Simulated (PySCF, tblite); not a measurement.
# C7H9FSSi: geometry, infrared bands and NMR shifts

Wanted: the infrared bands and NMR shifts of C7H9FSSi (`CC#C[C@@H]1C[Si@@H](F)CC1=S`), by calculation.

Programs: tblite 0.8.0 and PySCF 2.14.0, with density-fitted response routines of our own. Each step states its level of theory. These are calculated values for one molecule in the gas phase, unless marked as measured. Atoms are numbered from 0 throughout.

## (1) Starting geometry

19 atoms, charge 0, multiplicity 1; geometry from: force field or distance geometry start.

Bonds of the start (Å): C0–C1 1.48, C1–C2 1.19, C2–C3 1.49, C3–C4 1.48, C4–Si5 1.88, Si5–F6 1.65, Si5–C7 1.89, C7–C8 1.49, C8–S9 1.45, C8–C3 1.45, C0–H10 1.10, C0–H11 1.10, C0–H12 1.13, C3–H13 1.12, C4–H14 1.09, C4–H15 1.11, Si5–H16 1.48, C7–H17 1.12, C7–H18 1.09.

## (2) Geometry optimisation with GFN2-xTB

What the job is given:

```
{"job": {"kind": "relax", "xc": "GFN2-xTB", "basis": "xTB"}, "charge": 0, "multiplicity": 1}
C      3.716000     0.203200     0.364000
C      2.293100    -0.092500     0.068800
C      1.149400    -0.351400    -0.153900
C     -0.287200    -0.646900    -0.431800
C     -0.927700     0.544700    -1.031800
Si    -2.042300     1.128400     0.371100
F     -3.405300     1.905300    -0.147400
C     -2.329300    -0.649100     0.934800
C     -0.920600    -1.106600     0.785700
S     -0.291100    -1.927500     1.805800
H      4.323400    -0.545100    -0.155900
H      3.861600     0.197700     1.453900
H      3.962200     1.250200     0.026600
H     -0.250000    -1.501400    -1.150900
H     -0.243800     1.326200    -1.377300
H     -1.622700     0.279800    -1.850800
H     -1.265800     1.836900     1.406400
H     -2.989400    -1.125800     0.159000
H     -2.740100    -0.717100     1.946500
```

On the command line:

```console
$ OMP_NUM_THREADS=1 python probes_run.py task.json out
```

One launch serves the whole session: the jobs run in the order shown.

**Question.** This job is followed by: GFN2-xTB harmonic vibrations, gas phase; GIAO PBE0/pcSseg-1 NMR shielding, non-relativistic, gas phase. Predict these results of the whole session: strongest single infrared mode (GFN2-xTB); zero-point energy (GFN2-xTB); 13C shifts against TMS (PBE0/pcSseg-1); 1H shifts against TMS (PBE0/pcSseg-1, means over atoms taken as alike); 29Si shifts against TMS (PBE0/pcSseg-1); 19F shifts against CFCl3 (PBE0/pcSseg-1); 33S shifts against CS2 (PBE0/pcSseg-1); surface potential, 1st and 99th percentile.

As calculated:

```
                                                              quantity                                         value
                             strongest single infrared mode (GFN2-xTB)                         2380 cm⁻¹, 278 km/mol
                                          zero-point energy (GFN2-xTB)                                 85.5 kcal/mol
                                13C shifts against TMS (PBE0/pcSseg-1)  276.6, 90.8, 87.7, 54.4, 42.0, 27.9, 4.8 ppm
1H shifts against TMS (PBE0/pcSseg-1, means over atoms taken as alike)  5.81, 4.19, 3.22, 3.02, 1.97, 1.75, 1.55 ppm
                               29Si shifts against TMS (PBE0/pcSseg-1)                                      31.5 ppm
                              19F shifts against CFCl3 (PBE0/pcSseg-1)                                    -200.8 ppm
                                33S shifts against CS2 (PBE0/pcSseg-1)                                       994 ppm
                                 surface potential, 1st and 99th percentile                            -1.06 V and 1.19 V
```

Over 177 steps the energy fell by 1.443 eV; of the close pairs, C8–S9 changed most, 1.453 to 1.619 Å. The lowest mode is imaginary (29i cm⁻¹), so the xTB geometry is not a minimum. The strongest single mode, at 2380 cm⁻¹, moves mainly H16. GFN2-xTB is a fitted tight-binding method: band positions and strengths are rough. Its intensities can rank the bands wrongly. C8 (thiocarbonyl carbon) lies farthest downfield among carbon, at 276.6 ppm; low-lying n→π* states of the double bond to the heteroatom give a large paramagnetic term (-351 ppm). At PBE0/pcSseg-1: Shielding is most anisotropic at S9 (span 2292 ppm, paramagnetic term -1547 ppm). By nearest atom (PBE0/pcSseg-1), the HOMO sits on S9 79 % and the LUMO on C8 40 %; S9 39 %.
